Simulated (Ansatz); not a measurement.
# CH5BClN (SMILES CNBCl): SVWN5/def2-SVP

What is the vertical ionisation energy of CH5BClN at SVWN5/def2-SVP? 

The calculation is run with Ansatz 0.2.0.

128 further runs of the same task are left out: 128 set aside as unsound or not needed.

## Step 1: The structure to begin with

CH5BClN: 9 atoms, total charge 0, spin state singlet. SMILES: `CNBCl`. Geometry: relaxed at PBE0-D4/def2-TZVP. This is one conformer, not always the lowest.

Bond lengths: C1–N2 1.445 Å, N2–B3 1.381 Å, B3–Cl4 1.771 Å, C1–H5 1.094 Å, C1–H6 1.094 Å, C1–H7 1.090 Å, N2–H8 1.009 Å, B3–H9 1.192 Å. Some angles: C1–N2–B3 126.0°, N2–B3–Cl4 119.6°, C1–N2–H8 115.0°, B3–N2–H8 119.0°, N2–C1–H5 111.4°, N2–C1–H6 111.4°, N2–C1–H7 109.2°, N2–B3–H9 121.5°, Cl4–B3–H9 118.9°, H5–C1–H6 108.3°.

## Step 2: A single-point energy at SVWN5/def2-SVP

The input, input.yaml:

```yaml
crystal:
  periodic: [false, false, false]
  atoms:
    - symbol: C
      position_ang: [0.510100, 0.482100, -0.973400]
    - symbol: N
      position_ang: [-0.407900, -0.226000, -0.111700]
    - symbol: B
      position_ang: [-0.261100, -0.415200, 1.248200]
    - symbol: Cl
      position_ang: [-1.495300, -1.314500, 2.144800]
    - symbol: H
      position_ang: [0.907000, -0.170400, -1.756500]
    - symbol: H
      position_ang: [0.027900, 1.338900, -1.452800]
    - symbol: H
      position_ang: [1.346700, 0.849900, -0.380000]
    - symbol: H
      position_ang: [-1.220500, -0.605500, -0.573900]
    - symbol: H
      position_ang: [0.681600, 0.014200, 1.838200]
basis:
  gaussian:
    orbitals: def2-SVP
hamiltonian:
  xc: {name: SVWN5}
accuracy: high
output:
  orbitals: {seedname: orbitals}
```

Run with:

```console
$ ansatz run input.yaml --threads 1 --pin off --max-ram 3480MiB --events-out events.jsonl --progress --plain --runs-dir runs
```

The log of the run:

```text
Warning: RAYON_NUM_THREADS=1 ignored (pool sized by the plan → 1); use --threads N
Functional definition: SVWN5
  name "SVWN5"
  exchange = slater_x
  correlation = vwn5_c
2017 factors; integrals over basis functions are off by at most 8.2e-9 eV
mean field evaluation 1: about -15723.3465 eV, gradient 6.2e1 eV
mean field evaluation 2: about -15695.9685 eV, gradient 1.2e2 eV
mean field evaluation 4: about -15732.3723 eV, gradient 8.1e0 eV
mean field evaluation 8: about -15732.5240 eV, gradient 4.3e-1 eV
mean field evaluation 16: about -15732.5244 eV, gradient 7.0e-6 eV
mean field -15732.52444723 eV, -578.1596095477 hartree, gradient 4.5e-8 eV, S^2 0.000000; 0 other end points of the search recorded, 0 dependent functions left out
reference -15732.52445013 eV, -578.1596096542 hartree; 20, 20 occupied and 65, 65 virtual orbitals, 2017 factors
Total energy: -15732.52445013 eV, -578.1596096542 hartree
```

It took 2.9 s on 1 thread of Arm Neoverse V2, shared host; peak memory 0.2 GiB.

## Step 3: The doublet cation, same level

The input, in.yaml:

```yaml
crystal:
  periodic: [false, false, false]
  atoms:
    - {symbol: C, position_ang: [0.510100, 0.482100, -0.973400]}
    - {symbol: N, position_ang: [-0.407900, -0.226000, -0.111700]}
    - {symbol: B, position_ang: [-0.261100, -0.415200, 1.248200]}
    - {symbol: Cl, position_ang: [-1.495300, -1.314500, 2.144800]}
    - {symbol: H, position_ang: [0.907000, -0.170400, -1.756500]}
    - {symbol: H, position_ang: [0.027900, 1.338900, -1.452800]}
    - {symbol: H, position_ang: [1.346700, 0.849900, -0.380000]}
    - {symbol: H, position_ang: [-1.220500, -0.605500, -0.573900]}
    - {symbol: H, position_ang: [0.681600, 0.014200, 1.838200]}
basis:
  gaussian:
    orbitals: def2-SVP
output:
  orbitals: {seedname: orbitals}
total_charge: 1
hamiltonian:
  xc: {name: SVWN5}
accuracy: high
magnetization:
  spin_polarized: true
  initial_magnetization: 1
```

Run with:

```console
$ ansatz run in.yaml --threads 1 --pin off --max-ram 3480MiB --events-out events.jsonl --progress --plain --runs-dir runs
```

The log of the run:

```text
Warning: RAYON_NUM_THREADS=1 ignored (pool sized by the plan → 1); use --threads N
[... 4 set-up lines as earlier in the session ...]
2017 factors; integrals over basis functions are off by at most 8.2e-9 eV
mean field evaluation 1: about -15700.7288 eV, gradient 6.5e1 eV
mean field evaluation 2: about -15598.9625 eV, gradient 1.4e2 eV
mean field evaluation 4: about -15716.9879 eV, gradient 3.3e1 eV
mean field evaluation 8: about -15722.7409 eV, gradient 9.4e-1 eV
mean field evaluation 16: about -15722.7468 eV, gradient 3.1e-4 eV
mean field evaluation 32: about -15718.9557 eV, gradient 1.4e1 eV
mean field -15722.74675997 eV, -577.8002861682 hartree, gradient 5.4e-9 eV, S^2 0.752623; 5 other end points of the search recorded, 0 dependent functions left out
reference -15722.74676296 eV, -577.8002862782 hartree; 20, 19 occupied and 65, 66 virtual orbitals, 2017 factors
Total energy: -15722.74676296 eV, -577.8002862782 hartree
```

Wall time 5.7 s (1 thread of Arm Neoverse V2, shared host); peak memory 0.24 GiB.

## Step 4: Outcome

Level: SVWN5/def2-SVP.

```
                                          quantity          value
                     singlet CH5BClN: total energy  -578.15961 Eh
                      singlet CH5BClN: HOMO energy       -6.40 eV
                      singlet CH5BClN: LUMO energy       -0.55 eV
                    singlet CH5BClN: HOMO–LUMO gap        5.85 eV
                      doublet cation: total energy  -577.80029 Eh
doublet cation: HOMO energy (highest over α and β)      -13.21 eV
 doublet cation: LUMO energy (lowest over α and β)      -13.13 eV
                              doublet cation: ⟨S²⟩          0.753
vertical ionisation energy (to the doublet cation)       9.778 eV
```

**Reading.** The vertical ionisation energy comes to 9.78 eV (225 kcal/mol). −ε(HOMO) before ionisation, 6.40 eV, is 3.38 eV below this ionisation energy.
